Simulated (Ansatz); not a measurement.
# Ag: strong compression

One table from this session's results is given with a row withheld; the runs are named, their logs left out.

Program: Ansatz 0.2.0. Level of theory: DFT, PBEsol, PAW with Ansatz's default frozen-core files, scalar-relativistic. These are calculated values, not measurements.

**Starting point**

Symmetry: Fm-3m, No. 225, cubic system. Conventional cell: a = 4.086 Å, b = 4.086 Å, c = 4.086 Å, α = 90.00°, β = 90.00°, γ = 90.00°. Ag (site symmetry m-3m) has 12 Ag at 2.89 Å as nearest neighbours.

Structure file:

```
Ag
1.0
     0.00000    2.04283    2.04283
     2.04283    0.00000    2.04283
     2.04283    2.04283    0.00000
Ag
1
Direct
  0.00000 0.00000 0.00000
```

Whether this phase is the stable one at these pressures isn't tested.

Set-up of the first run:

input.yaml reads:

```yaml
crystal:
  lattice:
    - [0.0, 2.0428264039, 2.0428264039]
    - [2.0428264039, 0.0, 2.0428264039]
    - [2.0428264039, 2.0428264039, 0.0]
  atoms:
    - { symbol: Ag, position: [0.0, 0.0, 0.0] }
kpoints:
  mp_grid: { grid: [16, 16, 16] }
scf:
  occupations: { method: fermi_dirac, width: 0.1 }
hamiltonian:
  xc: pbesol
  pseudopotentials: { kind: paw }
output:
  forces: true
  stress: true
  write_density: true
  write_potential: true
  elf: true
  volumetric_format: npy
relax:
  f_tol: 0.005
  max_steps: 40
  cell: {}
```

Launch:

```console
$ ansatz run input.yaml --threads 1 --pin off --max-ram 2048MiB --backend cpu --events-out ev --progress --plain --runs-dir out
```

Steps of the session up to this table: Cell relaxed at zero pressure, PAW; Volume scaled by 1, PAW; Volume scaled by 0.94, PAW; Volume scaled by 0.88, PAW; Volume scaled by 0.88, PAW (partial_waves polarizable); Volume scaled by 0.8, PAW; Volume scaled by 0.72, PAW; Volume scaled by 0.64, PAW; Volume scaled by 0.55, PAW; Volume scaled by 0.55, PAW (cutoff 250 eV); Volume scaled by 0.45, PAW; Volume scaled by 0.45, PAW (cutoff 800 eV).

One of the session's tables, all rows but one given; the rest of the session is left out.

```
                         method  volume over the first  volume (Å³/atom)  pressure (GPa)
                            PAW                      1            16.660            0.00
                            PAW                   0.94            15.661            8.80
                            PAW                   0.88            14.661           21.90
                            PAW                    0.8            13.328           49.88
                            PAW                   0.72            11.996           98.08
                            PAW                   0.64            10.663          183.27
                            PAW                   0.55             9.163          367.22
                            PAW                   0.45             7.497          823.06
            PAW (cutoff 250 eV)                   0.55                 ?               ?
            PAW (cutoff 800 eV)                   0.45             7.497          822.87
PAW (partial_waves polarizable)                   0.88            14.661           21.90
```

**Question.** Estimate the row for PAW (cutoff 250 eV), 0.55.

**Answer.** volume (Å³/atom): 9.163; pressure (GPa): 345.24.

To keep in mind: Warnings in the runs' records: cutoff below recommended.
